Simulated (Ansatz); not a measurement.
Working through energies of removing a hydrogen of CH₆OSi₂, SMILES O=C([SiH3])[SiH3]

Program: Ansatz 0.2.0 through its Python package.

Input file `ch6osi2.xyz`:
```text
10

O     1.62560   -0.77570   -1.09040
C     0.63220   -0.30330   -0.45050
Si   -0.09520    1.38470   -0.76540
Si   -0.08160   -1.29210    0.88170
H    -1.50100    1.30750   -1.13780
H     0.01770    2.24650    0.46820
H     0.65750    2.12510   -1.83700
H     0.50380   -2.62630    1.05700
H    -0.07660   -0.59300    2.24280
H    -1.59930   -1.52460    0.63450
```

The cells in order, each with its output:

```python
import ansatz as az


def single_point(molecule, charge=0, unpaired=0):
    calc = molecule.calculation().basis(gaussian="pcseg-2").functional("HF")
    if charge:
        calc = calc.charge(charge)
    if unpaired:
        calc = calc.spin("collinear", total=unpaired)
    report = calc.run(threads=1).report
    if report["published_state_doubts"]:
        print("  doubts:", report["published_state_doubts"])
    return report["free_energy_ev"]
```

```python
def without(molecule, index):
    rest = az.Crystal.molecule()
    for i, site in enumerate(molecule.cartesian_sites):
        if i != index:
            rest = rest.atom(site.symbol, site.position_ang)
    return rest
```

```python
geometry = az.Crystal.molecule_from_extxyz("ch6osi2.xyz")
```

```python
whole = single_point(geometry, 0)
hydrogen = single_point(az.Crystal.molecule().atom("H", (0, 0, 0)), 0, 1)
print(f"E(molecule) = {whole:.5f} eV, E(H) = {hydrogen:.5f} eV")
for index in [9]:
    radical = single_point(without(geometry, index), 0, 1)
    print(f"H{index}: homolysis {96.485332 * (radical + hydrogen - whole):.1f} kJ/mol")
    anion = single_point(without(geometry, index), -1)
    print(f"H{index}: loss of a proton {96.485332 * (anion - whole):.1f} kJ/mol")
```

    E(molecule) = -18886.91270 eV, E(H) = -13.60238 eV
    H9: homolysis 286.5 kJ/mol
    H9: loss of a proton 1570.8 kJ/mol

Caveats:
- Total energies depend on the basis set; only differences at equal settings carry meaning.
- The geometry is a force-field or estimated start, not a minimum of this method, and the basis set is short of its limit. All parts are taken at fixed geometry, without zero-point energy.
- The expectation value of S² is noticeably off S(S+1) in at least one run, so that state is spin-contaminated.
- Hartree-Fock leaves correlation out, so bond, atomisation and ionisation energies come out well too low.
- Anions want diffuse functions, which this basis lacks.
- Wall time of the script: 42 s on 1 thread of Arm Neoverse V1, on a shared host, peak memory 0.74 GiB.

(Lines on the test bed's own set-up are left out of the output.)
